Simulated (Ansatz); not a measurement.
BaTiO₃, space group Pm-3m, a scan of the Hubbard U

Computed with the Ansatz DFT code, driven from Python.

Contents of `batio3.xyz`:
```text
5
Lattice="4.006 0.0 0.0 0.0 4.006 0.0 0.0 0.0 4.006" Properties=species:S:1:pos:R:3 pbc="T T T"
Ba    2.00300000    2.00300000    2.00300000
Ti    0.00000000    0.00000000    0.00000000
O     2.00300000    0.00000000    0.00000000
O     0.00000000    2.00300000    0.00000000
O     0.00000000    0.00000000    2.00300000
```

The cells in order, each with its output:

In [1]:
```python
import ansatz
import numpy as np
import pandas as pd
```

In [2]:
```python
SETTINGS = {
    "cutoff": 470,
    "mesh": (6, 6, 6),
    "filling": "fixed",
}
```

In [3]:
```python
def count_gap(report):
    # lowest empty less highest filled band, counting bands; zero where they overlap
    return max(report.get("gap_by_band_count_ev") or 0.0, 0.0)

crystal = ansatz.Crystal.from_extxyz("batio3.xyz")
```

In [4]:
```python
crystal.resolved().sites[-1]
```
Out [4]:
```text
Site(symbol='O', position=(0.0, 0.0, 0.5), moment=None, axis=None, held=None, saved=None)
```

In [5]:
```python
setup = crystal.calculation()
setup = setup.basis(SETTINGS["cutoff"]).kpoints(mesh=SETTINGS["mesh"])
setup = setup.occupations(SETTINGS["filling"])
setup = setup.functional(ansatz.Functional.PBE).band_table()
rows = []
for u in [0.0, 1.5, 3.0, 4.5, 6.0]:
    report = setup.hubbard("Ti", "d", u_eff=u).run().report
    shell = report["hubbard"]["n_scf"]
    rows.append((u, count_gap(report), sum(shell) / len(shell), report["n_iterations"]))
print(pd.DataFrame(rows, columns=["U_eff eV", "gap by band count eV", "Ti d occupation (projector)", "iterations"]).round(4).to_string(index=False))
print("eigenvalues of the first occupation matrix at the last U, by spin:")
for channel in report["hubbard"]["n_eig"][0]:
    print("  ", " ".join(f"{n:.3f}" for n in channel))
```
```text
 U_eff eV  gap by band count eV  Ti d occupation (projector)  iterations
      0.0                1.8036                       2.3560           8
      1.5                1.9557                       2.2924           9
      3.0                2.1271                       2.2260           9
      4.5                2.3219                       2.1567           9
      6.0                2.5451                       2.0847           9
eigenvalues of the first occupation matrix at the last U, by spin:
   0.156 0.156 0.156 0.288 0.288
```

From U = 0 to 6 eV the gap on the mesh goes from 1.80 eV to 2.55 eV.

Notes:
- No spin polarisation was allowed.
- Semilocal gaps usually lie well under measured ones.
- The Fermi level of a run with fixed occupations marks the highest occupied state on its mesh, not mid-gap.
- This is a high-temperature or high-pressure form, not the ambient phase.
- The starting cell is as deposited in a crystallographic database; the results hold for this polymorph, which needn't be the stable one.
- Levels are Kohn-Sham eigenvalues on this mesh, without spin-orbit coupling.
- Shell occupations and the effect of U depend on the projectors; a run with no .spin step is spin-unpolarised, and each U may end in a state that isn't the lowest.
- Hardware and time: 17 s on 1 thread of Arm Neoverse V1 (shared host), peak memory 0.48 GiB.
